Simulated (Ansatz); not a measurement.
**AlGaH (quartet): the correlation ladder at distance Al1–H3 = 1.292 Å, 6-31G**

Aim: climb from Hartree-Fock through coupled cluster and multireference methods for AlGaH (quartet) at one geometry and basis, and see what each rung misses.

The runs use Ansatz 0.2.0, Gaussian basis; 6-31G, core rule «outside noble gas», up to 19 orbitals frozen.

Plan: UHF; CCSD(T) on ROHF; CCSD(T) on UHF; BCCD(T) on ROHF; CISD; CCSDT(Q) on ROHF; CCSDT(Q) on UHF; CASSCF and MRCISD+Q, 5 electrons in 5 orbitals; CASSCF and NEVPT2, 5 electrons in 5 orbitals; CASSCF and MRCISD+Q, 7 electrons in 9 orbitals; CASSCF and NEVPT2, 7 electrons in 9 orbitals; Full CI.

32 further runs of the same task are left out: 25 that didn't finish, 7 set aside as unsound or not needed.

## 1. The geometry

The geometry derives from a PBE0/def2-TZVP stationary point (not a proven minimum). One bond is set to the value named and the two fragments are kept rigid. No spin-orbit coupling is included. The filled d shell of Ga may be among the frozen orbitals whatever the setting's name suggests; the logs give the count.

3 atoms, charge 0, spin multiplicity 4.

Atoms are counted from 1 here; the program's logs count them from 0.

Bond lengths: Al1–Ga2 2.344 Å, Al1–H3 1.292 Å. Angles: Ga2–Al1–H3 180.0°.

## 2. UHF

in.yaml

```yaml
crystal:
  periodic: [false, false, false]
  atoms:
    - {symbol: Al, position_ang: [0.000000, 0.000000, 0.350533]}
    - {symbol: Ga, position_ang: [0.000000, 0.000000, -1.993067]}
    - {symbol: H, position_ang: [0.000000, 0.000000, 1.642533]}
basis:
  gaussian: {orbitals: 6-31G}
magnetization: {spin_polarized: true, initial_magnetization: 3}
hamiltonian: {xc: hf}
output: {orbitals: {seedname: orbitals}}
```

On the command line:

```console
> ansatz run in.yaml --threads 1 --pin off --events-out ev --progress --plain --max-ram 2393MiB
```

Further steps of the session: CCSD(T) on ROHF; CCSD(T) on UHF; BCCD(T) on ROHF; CISD; CCSDT(Q) on ROHF; CCSDT(Q) on UHF; CASSCF and MRCISD+Q, 5 electrons in 5 orbitals; CASSCF and NEVPT2, 5 electrons in 5 orbitals; CASSCF and MRCISD+Q, 7 electrons in 9 orbitals; CASSCF and NEVPT2, 7 electrons in 9 orbitals; Full CI.

Before running them: what should the planned runs give, taken together? Wanted: FCI below the RHF energy; RMP2 from FCI; UMP2 from FCI; RCCSD from FCI; RCCSD(T) from FCI; UCCSD(T) from FCI; RCCSDT(Q) from FCI; UCCSDT(Q) from FCI; NEVPT2 pair from FCI.

The runs gave:

| quantity | value |
| --- | --- |
| FCI below the RHF energy | -1.9559 eV |
| RMP2 from FCI | +57.2 kJ/mol |
| UMP2 from FCI | +56.9 kJ/mol |
| RCCSD from FCI | +6.8 kJ/mol |
| RCCSD(T) from FCI | +2.3 kJ/mol |
| UCCSD(T) from FCI | +1.7 kJ/mol |
| RCCSDT(Q) from FCI | +0.2 kJ/mol |
| UCCSDT(Q) from FCI | -0.4 kJ/mol |
| NEVPT2 pair from FCI | +55.6 kJ/mol |
| MRCISD+Q pair from FCI | +0.8 kJ/mol |
| NEVPT2 valence from FCI | +14.8 kJ/mol |
| levels within 1 kcal/mol (43 meV) | RCCSD(T), UCCSD(T), BCCD(T), RCCSDT, UCCSDT, RCCSDT(Q), UCCSDT(Q), MRCISD+Q pair, MRCISD valence, MRCISD+Q valence |
| T1 diagnostic | 0.032 |
| effectively unpaired electrons | 3.03 |

**Reading.** RCCSD(T) lands +2.3 kJ/mol from the yardstick (1.2 % of the correlation energy). UCCSDT(Q) falls below full CI: unrestricted runs freeze a spin-polarised core, another one than full CI's, and coupled cluster isn't variational. One determinant dominates. Of the multireference levels listed MRCISD+Q valence comes nearest in total energy (+0.3 kJ/mol), which doesn't show that its space is the better one. These misses are within one basis, not against nature; the frozen cores of restricted and unrestricted runs differ, which can shift their rows.
